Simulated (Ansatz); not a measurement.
# AlN: phonons and Grüneisen parameters

Aim: phonons by finite displacements on a 1×1×1 mesh of wavevectors, at three volumes, and the mode Grüneisen parameters. Runs: reference run (LAPW); volume scaled by 0.980 (LAPW); volume scaled by 1.020 (LAPW); mode Grüneisen parameters (LAPW). Companion runs by PAW are cited.

The COD entry's cell or inner coordinates are ideal or old and differ from later refinements, so a difference from it is no clean test against experiment.

Method: DFT LDA, all-electron LAPW, scalar-relativistic unless said, in Ansatz 0.2.0.

1 further run of the same task is left out (it didn't finish).

## (1) The starting structure

The structure is hexagonal, space group P6_3mc (No. 186). Conventional cell: a = 3.089 Å, b = 3.089 Å, c = 4.943 Å, α = 90.00°, β = 90.00°, γ = 120.00°. Around Al (site symmetry 3m) lie 4 N at 1.88 to 1.89 Å. N (site symmetry 3m) is surrounded by 4 Al at 1.88 to 1.89 Å.

Coordinates:

```xyz
4
Lattice="3.0888 0.0000 0.0000 -1.5444 2.6750 0.0000 0.0000 0.0000 4.9433" Properties=species:S:1:pos:R:3 pbc="T T T"
Al    0.0000    1.7833   -0.0049
Al    1.5444    0.8917    2.4667
N     0.0000    1.7833    1.8833
N     1.5444    0.8917    4.3550
```

Cartesian axes are those of the input's lattice vectors. The structure goes back to a database entry.

## (2) Reference run, LAPW

Contents of input.yaml:

```yaml
crystal:
  lattice:
    - [3.08877306279, 0.0, 0.0]
    - [-1.54438653139, 2.67495593891, 0.0]
    - [0.0, 0.0, 4.94325218901]
  atoms:
    - { symbol: Al, position: [0.333333333333, 0.666666666667, -0.000992382998] }
    - { symbol: Al, position: [0.666666666667, 0.333333333333, 0.499007617002] }
    - { symbol: "N", position: [0.333333333333, 0.666666666667, 0.380992382998] }
    - { symbol: "N", position: [0.666666666667, 0.333333333333, 0.880992382998] }
kpoints:
  mp_grid: { grid: [8, 8, 4] }
scf:
  occupations: { method: fixed }
hamiltonian:
  xc: lda
  pseudopotentials: { kind: all_electron, lapw: { basis_error: 0.001 } }
phonons:
  supercell: [1, 1, 1]
```

Launch:

```bash
> ansatz run input.yaml --threads 1 --pin off --max-ram 3072MiB --backend cpu --events-out ev --progress --plain --runs-dir out
```

## (3) Volume scaled by 0.980, LAPW

Contents of input.yaml:

```yaml
crystal:
  lattice:
    - [3.06804241761, 0.0, 0.0]
    - [-1.5340212088, 2.65700267354, 0.0]
    - [0.0, 0.0, 4.91007500017]
  atoms:
    - { symbol: Al, position: [0.333333333333, 0.666666666667, -0.001058377607] }
    - { symbol: Al, position: [0.666666666667, 0.333333333333, 0.498941622393] }
    - { symbol: "N", position: [0.333333333333, 0.666666666667, 0.381058377607] }
    - { symbol: "N", position: [0.666666666667, 0.333333333333, 0.881058377607] }
kpoints:
  mp_grid: { grid: [8, 8, 4] }
scf:
  occupations: { method: fixed }
hamiltonian:
  xc: lda
  pseudopotentials: { kind: all_electron, lapw: { basis_error: 0.001 } }
phonons:
  supercell: [1, 1, 1]
```

## (4) Volume scaled by 1.020, LAPW

Contents of input.yaml:

```yaml
crystal:
  lattice:
    - [3.10922910969, 0.0, 0.0]
    - [-1.55461455484, 2.69267139518, 0.0]
    - [0.0, 0.0, 4.97598991254]
  atoms:
    - { symbol: Al, position: [0.333333333333, 0.666666666667, -0.000925916319] }
    - { symbol: Al, position: [0.666666666667, 0.333333333333, 0.499074083681] }
    - { symbol: "N", position: [0.333333333333, 0.666666666667, 0.380925916319] }
    - { symbol: "N", position: [0.666666666667, 0.333333333333, 0.880925916319] }
kpoints:
  mp_grid: { grid: [8, 8, 4] }
scf:
  occupations: { method: fixed }
hamiltonian:
  xc: lda
  pseudopotentials: { kind: all_electron, lapw: { basis_error: 0.001 } }
phonons:
  supercell: [1, 1, 1]
```

(Steps that only read results are left out.)

Q: Predict the outcome of this session. Wanted: highest mode on the mesh, without the LO shift; optical modes at Γ.

The runs gave:

```
                                             quantity                                                            value
highest mode on the mesh, without the LO shift (LAPW)                                                         730 cm⁻¹
                                   optical modes at Γ  240 (E2), 553 (B1), 622 (A1), 669 (E2), 680 (E1), 730 (B1) cm⁻¹
             mean Grüneisen parameter at 300 K (LAPW)                                                             0.85
```

What this shows: No mode at Γ is unstable, and no other wavevector was sampled; the highest lies at 730 cm⁻¹ by LAPW. Weighted by heat capacity at 300 K the mean Grüneisen parameter of the sampled modes is 0.85; optical modes at Γ alone don't fix the expansion. Some modes have negative γ and soften under compression. PAW differs from LAPW by at most 2.5 cm⁻¹. Each set of modes is computed in the harmonic approximation. Cautions: zone-boundary modes aren't tested.
